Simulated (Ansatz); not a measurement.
What does this script print? It uses Ansatz 0.2.0, Python API.

The script, `methods_ch6bfosi.py`:
```python
'''CH6BFOSi at several levels of theory.'''

from pathlib import Path
import logging
import sys

import ansatz as az
import numpy as np

logging.basicConfig(stream=sys.stdout, format='%(levelname)s:%(name)s:%(message)s')
logger = logging.getLogger('run')
logger.setLevel(logging.INFO)

BASIS_SET = 'cc-pVDZ'

geometry_ang = [
    ('C', [-1.0528, -0.9324, 1.1811]),
    ('O', [0.2864, -0.6773, 1.1429]),
    ('B', [0.6795, -0.4948, -0.2694]),
    ('F', [1.1841, -1.631, -1.0447]),
    ('Si', [0.8235, 1.2769, -1.0412]),
    ('H', [-1.3861, -1.7981, 0.6169]),
    ('H', [-1.3875, -1.024, 2.2285]),
    ('H', [-1.621, 0.0104, 0.7685]),
    ('H', [0.4003, 2.2903, 0.02]),
    ('H', [2.2101, 1.5592, -1.4063]),
    ('H', [-0.0711, 1.3637, -2.1757]),
]
geometry = az.Crystal.molecule()
for symbol, xyz in geometry_ang:
    geometry = geometry.atom(symbol, xyz)

setup = geometry.calculation().basis(gaussian=BASIS_SET)

logger.info('functional    E (Ha)        dipole (D)   HOMO (eV)  LUMO (eV)')
for name in ['pbe0', 'cam_b3lyp', 'lda', 'b3lyp', 'r2scan', 'blyp']:
    rep = setup.functional(name).forces().orbitals().run(runs_dir='runs').report
    lines = Path(rep['orbitals_path']).read_text().splitlines()
    field_of = lambda key: [line.split('=')[1].strip() for line in lines if line.startswith(key)]
    orbitals = [(27.211386 * float(e), s, float(n)) for e, s, n in zip(field_of('Ene='), field_of('Spin='), field_of('Occup='))]
    homo = max(e for e, _, n in orbitals if n > 0.5)
    lumo = min(e for e, _, n in orbitals if n < 0.5)
    dipole = 4.803205 * np.linalg.norm(rep['charge_distribution']['dipole_moment_e_ang'])
    logger.info(f'{name:10s} {rep["free_energy_ev"] / 27.211386246:14.6f} {dipole:9.3f} {homo:11.3f} {lumo:10.3f}')
```

```console
$ python methods_ch6bfosi.py
INFO:run:functional    E (Ha)        dipole (D)   HOMO (eV)  LUMO (eV)
INFO:run:pbe0          -530.780533     1.556      -7.889     -1.680
INFO:run:cam_b3lyp     -531.076268     1.571      -9.277     -0.445
INFO:run:lda           -528.133634     1.449      -6.399     -2.834
INFO:run:b3lyp         -531.190592     1.507      -7.617     -1.843
INFO:run:r2scan        -531.015759     1.478      -6.670     -2.363
INFO:run:blyp          -531.091855     1.342      -6.180     -2.413
```

Total energies depend on the basis set; only differences at equal settings carry meaning. The geometry is a force-field or estimated start, not a minimum of this method, and the basis set is short of its limit. A lower total doesn't mark the better method: functionals have no common bound, and MP2 and coupled cluster aren't variational. b3lyp holds the VWN-RPA fit, as in Gaussian; the form of ORCA and Turbomole is b3lyp5. Levels such as HOMO and LUMO are orbital energies: with these approximate functionals they aren't the ionisation energy and electron affinity, and their gap isn't the fundamental gap. For Al to Cl the sets with a tight d function, cc-pV(X+d)Z, are usual. Hardware and time: 28 s on 1 thread of Arm Neoverse V1 (shared host), peak memory 0.3 GiB.
